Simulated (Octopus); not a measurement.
Crystal: TiAl.

```xyz
2
Lattice="2.8673 0.0000 0.0000 -1.4336 2.4831 0.0000 0.0000 0.0000 4.6781" Properties=species:S:1:pos:R:3 pbc="T T T"
Ti    0.0000    0.0000    0.0000
Al    0.0000    1.6554    2.3390
```

The cell comes from a database or a generator and needn't be the stable form of this composition.

* Program: Octopus 16.4
* Task: single point
* Functional: PBEsol
* Potentials or basis: pseudodojo_pbesol (PseudoDojo 0.4, PBEsol)
* Grid spacing: 0.125 × 0.125 × 0.123 Å
* k mesh: 11 × 11 × 6
* Occupations: fermi-dirac, width 0.05 eV
* Spin: no spin polarisation

On this cell: largest force under 0.003 eV/Å; band gap on the k mesh none (metal or under the smearing width).

The same run follows on a disturbed copy (atoms moved at random, drawn with an rms of 0.05 Å):

```
CELL_PARAMETERS angstrom
2.86726 0.00000 0.00000
-1.43363 2.48312 0.00000
0.00000 0.00000 4.67808
ATOMIC_POSITIONS crystal
Ti 0.99025 0.00486 0.01131
Al 0.34812 0.66269 0.51633
```

Question: What changes?

Answer: The energy (extrapolated to zero smearing) moves by +4.2 meV/atom; largest force 0.221 eV/Å; band gap on the k mesh none (metal or under the smearing width).

Forces in eV/Å, atoms in the order of the input:
```
Ti   0.152 -0.027  0.158
Al  -0.152  0.027 -0.158
```
